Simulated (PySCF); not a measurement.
**Cu: interval between two levels with spin-orbit coupling**

Each state of copper is computed at each level; their differences give the interval between two levels. How far do the methods differ?

The numbers are computed with PySCF 2.14.0 (two-component X2C-1e, generalised determinants), except any that are marked as measured or tabulated.

## Step 1: The atom as given

| Property | Result |
| --- | --- |
| Element | copper (Z = 29) |
| Basis | x2c-TZVPall-2c with one added diffuse shell each of s, p, d type (7s8p5d1f, 63 functions) |
| Hamiltonian | two-component X2C-1e, Gaussian nucleus, no Breit or QED terms; spin-orbit coupling, run by run: off; screened by Boettger's factors |
| Core shells frozen in the correlated runs | [Ne] (for Cu) |
| State 1 | Cu 3d9 4s1 5s1 4D7/2: [Ar] 3d9 4s1 5s1; 3d3/2 filled at m_j = -3/2, -1/2, +1/2, +3/2; 3d5/2 filled at m_j = -3/2, -1/2, +1/2, +3/2, +5/2; 4s1/2 filled at m_j = +1/2; 5s1/2 filled at m_j = +1/2 |
| Needed too, but not shown | Cu [Ar] 3d10 4s1 (2S) |
| Methods | GHF, GMP2 |

Outer shells as boxes (Hund's rule):

Cu [Ar] 3d9 4s1 5s1
```
[Ar] core
3d [↑↓][↑↓][↑↓][↑↓][↑ ]
4s [↑ ]
5s [↑ ]
```

A driver program built on PySCF's X2C-1e integrals ran all steps in one process from the settings above; there is no separate input file.

The driver's launch:

```sh
> OMP_NUM_THREADS=1 python sorun2.py TASK.json OUT
```

The integrals over 63 functions and the set-up took 0.59 s of CPU time.

## Step 2: Cu 3d9 4s1 5s1 4D7/2: the ladder of methods

**GHF (spin-free)**

The log of the run:

```text
cycle= 1 E= -1652.9260443139  delta_E= -1.65e+03  |FDS-SDF|= 0.0213
cycle= 2 E= -1652.9298997404  delta_E= -0.00386  |FDS-SDF|= 0.01
cycle= 3 E= -1652.9306925699  delta_E= -0.000793  |FDS-SDF|= 0.00515
cycle= 4 E= -1652.9309576412  delta_E= -0.000265  |FDS-SDF|= 0.000385
cycle= 5 E= -1652.9309777765  delta_E= -2.01e-05  |FDS-SDF|= 3.83e-05
cycle= 6 E= -1652.9309785159  delta_E= -7.39e-07  |FDS-SDF|= 6.2e-06
cycle= 7 E= -1652.9309785804  delta_E= -6.45e-08  |FDS-SDF|= 1.88e-06
cycle= 8 E= -1652.9309785864  delta_E= -6.01e-09  |FDS-SDF|= 7.3e-07
cycle= 9 E= -1652.9309785868  delta_E= -4.31e-10  |FDS-SDF|= 2.53e-07
```

Time after the integrals: 0.98 s (1 thread of Neoverse-V1, shared host).

Occupied spinors (without spin-orbit coupling the j labels only name the start):

| spinor shell | electrons | mean energy (eV) | weight of the nominal j | rms radius (bohr) |
| --- | --- | --- | --- | --- |
| 1s1/2 | 2 | -9059.1 | 1.000 | 0.0601 |
| 2s1/2 | 2 | -1145.8 | 1.000 | 0.254 |
| 2p1/2 | 2 | -986.89 | 0.667 | 0.228 |
| 2p3/2 | 4 | -985.98 | 0.833 | 0.228 |
| 3s1/2 | 2 | -152.21 | 1.000 | 0.762 |
| 3p1/2 | 2 | -104.48 | 0.667 | 0.810 |
| 3p3/2 | 4 | -102.30 | 0.833 | 0.812 |
| 3d3/2 | 4 | -25.473 | 0.700 | 1.04 |
| 3d5/2 | 5 | -24.700 | 0.760 | 1.05 |
| 4s1/2 | 1 | -12.899 | 1.000 | 2.79 |
| 5s1/2 | 1 | -2.531 | 1.000 | 8.43 |

M_J = 7/2, ⟨J²⟩ = 15.756, ⟨L²⟩ = 6.005, ⟨S²⟩ = 3.750.

**GMP2 (spin-free)**

This step left no log, only its results.

Time after the integrals: 0.56 s (1 thread of Neoverse-V1, shared host).

With 19 electrons correlated and 6 very high virtual spinors dropped, the MP2 correlation energy is -0.56357 hartree. Largest pairs: 3d3/2-3d5/2 -0.1390, 3d5/2-3d5/2 -0.0805, 3d5/2-3p3/2 -0.0667, 3d3/2-3p3/2 -0.0502, 3d3/2-3d3/2 -0.0496.

**GHF (screened spin-orbit)**

The log of the run:

```text
cycle= 1 E= -1652.9705368136  delta_E= -1.65e+03  |FDS-SDF|= 0.022
cycle= 2 E= -1652.9747176403  delta_E= -0.00418  |FDS-SDF|= 0.00999
cycle= 3 E= -1652.9755107485  delta_E= -0.000793  |FDS-SDF|= 0.00541
cycle= 4 E= -1652.9757971023  delta_E= -0.000286  |FDS-SDF|= 0.000446
cycle= 5 E= -1652.9758182544  delta_E= -2.12e-05  |FDS-SDF|= 4.46e-05
cycle= 6 E= -1652.9758189390  delta_E= -6.85e-07  |FDS-SDF|= 8.23e-06
cycle= 7 E= -1652.9758189938  delta_E= -5.49e-08  |FDS-SDF|= 2.19e-06
cycle= 8 E= -1652.9758189971  delta_E= -3.27e-09  |FDS-SDF|= 8.58e-07
cycle= 9 E= -1652.9758189975  delta_E= -3.51e-10  |FDS-SDF|= 2.63e-07
```

It took 0.97 s on 1 thread of Neoverse-V1, shared host, the integrals not counted.

The outer occupied spinors:

```
spinor shell  electrons  mean energy (eV)  weight of the nominal j  rms radius (bohr)
       2p3/2          4           -979.27                    1.000              0.229
       3s1/2          2           -152.20                    1.000              0.762
       3p1/2          2           -106.07                    0.947              0.804
       3p3/2          4           -101.52                    0.973              0.815
       3d3/2          4           -25.697                    0.813               1.04
       3d5/2          5           -24.528                    0.850               1.05
       4s1/2          1           -12.899                    1.000               2.79
       5s1/2          1            -2.531                    1.000               8.43
```

M_J = 7/2, ⟨J²⟩ = 15.756, ⟨L²⟩ = 6.007, ⟨S²⟩ = 3.752. Rows whose weight is well below 1 mix j = l ± 1/2: exchange competes with spin-orbit coupling there.

**GMP2 (screened spin-orbit)**

The driver printed no log here.

It took 0.55 s on 1 thread of Neoverse-V1, shared host, the integrals not counted.

With 19 electrons correlated and 6 very high virtual spinors dropped, the MP2 correlation energy is -0.56361 hartree. Largest pairs: 3d3/2-3d5/2 -0.1481, 3d5/2-3d5/2 -0.0759, 3d5/2-3p3/2 -0.0658, 3d3/2-3p3/2 -0.0512, 3d3/2-3d3/2 -0.0452.

## Step 3: The energy differences

Interval between two levels: Cu [Ar] 3d10 4s1 [4s1/2^1, M_J = 1/2] → Cu [Ar] 3d9 4s1 5s1 [3d3/2^4 3d5/2^5 4s1/2^1 5s1/2^1, M_J = 7/2].

```
                    method  value (eV)
           GHF (spin-free)       4.895
          GMP2 (spin-free)       8.679
 GHF (screened spin-orbit)       4.787
GMP2 (screened spin-orbit)       8.570
```

The differences also use runs on Cu [Ar] 3d10 4s1 (2S), which are not shown here.

## Step 4: Summary of results

| quantity | value |
| --- | --- |
| interval between two levels, Cu → 3d9 4s1 5s1 4D7/2 | GHF (spin-free) 4.895, GMP2 (screened spin-orbit) 8.570 eV |

What this shows: The methods span 3.893 eV, from GHF (screened spin-orbit) (4.787) to GMP2 (spin-free) (8.679). No reference value is at hand in this session. Spin-orbit coupling moves the difference by -0.110 eV at GMP2. The basis is finite, and no extrapolation was made.
